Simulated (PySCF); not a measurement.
# ClGeH3: the cost of one run

Programs: PySCF 2.14.0, with routines of our own; each step states its level. All values are computed. Atoms count from 0.

### Step 1. The system as given

5 atoms, charge 0, multiplicity 1; geometry from: GFN2-xTB.

### Step 2. Geometry optimisation at PBE0-D3(BJ)/def2-SVP

Job settings and geometry (Å):

```
{"job": {"xc": "PBE0", "basis": "def2-SVP", "d3": "d3bj", "grid": 1, "maxiter": 30, "shake": 0.01, "kind": "geom"}, "charge": 0, "multiplicity": 1}
Cl     1.978530    -0.083690     0.111630
Ge    -0.128400    -0.000200    -0.012770
H     -0.719620    -0.544440     1.253210
H     -0.524360     1.429470    -0.204350
H     -0.572580    -0.835120    -1.185610
```

On the command line:

```
$ OMP_NUM_THREADS=1 python heavy_run.py task.json out
```

The driver reads the jobs from task.json and runs them one after another.

Q: Estimate the wall time and peak memory of this first job on 1 thread of Intel Xeon Platinum 8488C, shared host.

About 5.7 s, with a peak of 0.3 GiB.
